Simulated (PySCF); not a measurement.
# BeGe: bond curves at several levels of theory

An exercise on one series of results from a longer session: the logs are not shown, and one member is left open.

Method: Be jorge-DZP-DKH, Ge jorge-DZP-DKH, spin-free X2C with a Gaussian nucleus; program: PySCF 2.14.0.

Set-up of the first run:

The job is set up so:

```
atoms                         : Be, Ge
charge                        : 0
basis                         : Be jorge-DZP-DKH, Ge jorge-DZP-DKH
Hamiltonian                   : spin-free X2C with a Gaussian nucleus
basis functions               : 58
electrons treated             : 36
masses in u                   : 9.0122, 73.9212
levels                        : PBE0, PBE, r²SCAN, TPSSh, M06-L, r²SCAN0, HF, MP2, SCS-MP2
grid                          : 80 radial by 434 angular points
occupations                   : held fixed by the projection of orbital angular momentum
dissociation limit            : Be + Ge, each in its ground configuration
starting distance in angstrom : 2.120
values of 2S to try           : 0, 2
```

Launch:

```sh
OMP_NUM_THREADS=1 python dia.py task.json out
```

Among the steps run: Input; PBE0 along the bond; Excited determinants; PBE; r²SCAN; TPSSh (hybrid meta-GGA); M06-L (meta-GGA); r²SCAN0 (hybrid meta-GGA); ROHF.

One table of the session follows, with a row left open; its other results are not shown here.

It belongs to the step «The curves together». Energy (eV) from each level's lowest point:

```
R (Å)   ROHF  ROHF-MP2  ROHF-SCS-MP2    PBE  r²SCAN
1.849  0.655     0.539         0.584  0.549   0.516
1.935  0.324     0.225         0.260  0.241   0.217
2.021  0.132     0.056         0.080  0.072   0.058
2.086  0.053     0.003         0.016  0.014   0.007
2.150  0.013     0.000         0.000  0.000   0.000
2.215  0.000     0.035         0.020  0.020   0.027
2.300      ?         ?             ?      ?       ?
2.408  0.044     0.265         0.202  0.208   0.233
2.537  0.097     0.447         0.354  0.388   0.424
2.709  0.166     0.662         0.537  0.645   0.693
```

Estimate the missing values for R (Å) = 2.300.

Worked estimate for «ROHF». A straight line through the neighbours (2.215, 0.000) and (2.408, 0.044) gives 0.000 + (0.044 − 0.000) × (2.300 − 2.215) / (2.408 − 2.215) = 0.019; a parabola fitted to 4 rows on both sides gives 0.013.

The run gave: ROHF: 0.009; ROHF-MP2: 0.122; ROHF-SCS-MP2: 0.086; PBE: 0.085; r²SCAN: 0.100. In «ROHF» the line misses by +0.010 and the parabola by +0.004.
